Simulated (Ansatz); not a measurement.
# C₂H₁₁NSi₂: small, medium and large basis sets

An exercise on one series of results from a longer session: the logs are not shown, and one member is left open.

Program: Ansatz 0.2.0, Gaussian basis. Level of theory: one geometry, several basis sets. These are calculated values, not measurements.

Levels to be run: PBE0-D4/def2-SVP; ωB97M-V/def2-SVP; PBE0-D4/def2-QZVPP; ωB97M-V/def2-QZVPP; the functionals' def2-TZVPP values are taken from earlier runs.

## The geometry

An earlier PBE0-D4 in a triple-zeta def2 set relaxation fixed the geometry.

SMILES `CC[SiH](N)[SiH3]`, 16 atoms, charge 0, spin multiplicity 1.

Atoms are counted from 1 here; the program's logs count them from 0.

Bond lengths: C1–C2 1.527 Å, C1–H6 1.093 Å, C1–H7 1.093 Å, C1–H8 1.094 Å, C2–Si3 1.876 Å, C2–H9 1.096 Å, C2–H10 1.095 Å, Si3–N4 1.729 Å, Si3–Si5 2.344 Å, Si3–H11 1.501 Å, N4–H12 1.008 Å, N4–H13 1.009 Å, Si5–H14 1.490 Å, Si5–H15 1.491 Å, Si5–H16 1.490 Å. Angles: C2–C1–H6 111.6°, C2–C1–H7 111.4°, C2–C1–H8 111.5°, H6–C1–H7 107.0°, H6–C1–H8 107.4°, H7–C1–H8 107.6°, C1–C2–Si3 113.4°, C1–C2–H9 110.2°, C1–C2–H10 110.3°, Si3–C2–H9 107.7°, Si3–C2–H10 108.5°, H9–C2–H10 106.5°, C2–Si3–N4 109.1°, C2–Si3–Si5 112.0°, C2–Si3–H11 106.8°, N4–Si3–Si5 107.3°, N4–Si3–H11 114.0°, Si5–Si3–H11 107.8° and more.

Set-up of the first run:

in.yaml reads:

```yaml
crystal:
  periodic: [false, false, false]
  atoms:
    - {symbol: C, position_ang: [-0.967451, 0.110173, -2.156871]}
    - {symbol: C, position_ang: [-0.911145, 0.573723, -0.703114]}
    - {symbol: Si, position_ang: [0.626838, -0.001227, 0.203548]}
    - {symbol: N, position_ang: [0.705168, -1.727682, 0.143971]}
    - {symbol: Si, position_ang: [0.597908, 0.616394, 2.464307]}
    - {symbol: H, position_ang: [-1.854688, 0.493134, -2.667892]}
    - {symbol: H, position_ang: [-1.004103, -0.980444, -2.226798]}
    - {symbol: H, position_ang: [-0.093150, 0.448851, -2.719688]}
    - {symbol: H, position_ang: [-0.936206, 1.668329, -0.654240]}
    - {symbol: H, position_ang: [-1.790418, 0.218516, -0.155951]}
    - {symbol: H, position_ang: [1.794768, 0.684845, -0.444047]}
    - {symbol: H, position_ang: [1.318985, -2.212175, 0.779255]}
    - {symbol: H, position_ang: [0.702539, -2.190030, -0.752465]}
    - {symbol: H, position_ang: [-0.674992, 0.209012, 3.121950]}
    - {symbol: H, position_ang: [1.720878, -0.026468, 3.205538]}
    - {symbol: H, position_ang: [0.742070, 2.092250, 2.606697]}
basis:
  gaussian: {orbitals: def2-SVP}
hamiltonian: {xc: pbe0, dispersion: d4}
output: {orbitals: {seedname: orbitals}}
```

Launch:

```console
$ ansatz run in.yaml --threads 2 --pin off --events-out ev --progress --plain --max-ram 32768MiB --backend cpu
```

Among the steps run: PBE0-D4 in def2-SVP; ωB97M-V in def2-SVP; PBE0-D4 in def2-QZVPP; ωB97M-V in def2-QZVPP.

One of the session's tables, all rows but one given; the rest of the session is left out.

It belongs to the step «Functionals by basis». 

| functional | basis | HOMO (eV) | LUMO (eV) |
| --- | --- | --- | --- |
| PBE0-D4 | def2-SVP | -7.05 | 0.53 |
| PBE0-D4 | def2-TZVPP | -7.24 | 0.15 |
| PBE0-D4 | def2-QZVPP | ? | ? |
| ωB97M-V | def2-SVP | -9.32 | 2.34 |
| ωB97M-V | def2-TZVPP | -9.52 | 1.76 |
| ωB97M-V | def2-QZVPP | -9.54 | 1.38 |

Q: Estimate the row for PBE0-D4, def2-QZVPP from the others.

The run gave: HOMO (eV): -7.28; LUMO (eV): -0.01. In the column «HOMO (eV)» it lies between ωB97M-V, def2-SVP (-9.32) and PBE0-D4, def2-TZVPP (-7.24).
